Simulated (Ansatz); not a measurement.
Runs of Ansatz 0.2.0 on NaLaMnMoO6. The structure is tetragonal, space group I-4 (No. 82). The conventional cell has a = 5.446 Å, b = 5.446 Å, c = 7.798 Å, α = 90.00°, β = 90.00°, γ = 90.00°. Around Na (site symmetry -4) lie 8 O at 2.51 to 2.72 Å. La (site symmetry -4) has 8 O at 2.51 to 2.72 Å as nearest neighbours. Around Mn (site symmetry -4) lie 6 O at 1.93 to 1.94 Å. Mo (site symmetry -4) has 6 O at 1.96 to 1.97 Å as nearest neighbours. Around O (site symmetry 1) lie 1 Mn at 1.94 Å and 1 Mo at 1.97 Å. O (site symmetry 2) has 1 Mn at 1.93 Å and 1 Mo at 1.96 Å as nearest neighbours. The cell was built by a generator and needn't be a form met in nature.

```csv
potentials or basis,cutoff (eV),gap on the mesh (eV),pressure (GPa),moment (μB),largest force (eV/Å)
Ansatz PAW earlier set,900,none,0.3,1.97,0.08
PseudoDojo standard (PBE files),1497,none,0.6,(b),0.19
SPMS NC,1034,none,1.1,2.20,(c)
Ansatz NC,1497,none,(a),2.07,0.14
JTH PAW,1800,none,0.9,1.97,0.12
```

Alike in all rows: task single point; level PBE; spin collinear, ferromagnetic start; cell as given; k mesh 7 × 7 × 7; smearing fermi-dirac 0.05 eV.

**Question.** Estimate the missing entries.

**Answer.** (a) 0.5; (b) 2.21; (c) 0.20.

Caveats: a cell with one magnetic atom can't hold antiferromagnetic order, which such compounds often take; semilocal functionals often make such compounds metallic where correlation or magnetic order opens a gap, which also shifts bond lengths.

A k mesh can miss the band edges, and the runs leave out spin-orbit coupling on La, Mo.

A gap of «none» marks a metal or a gap under the smearing width.

Not every run made on this cell is shown here.
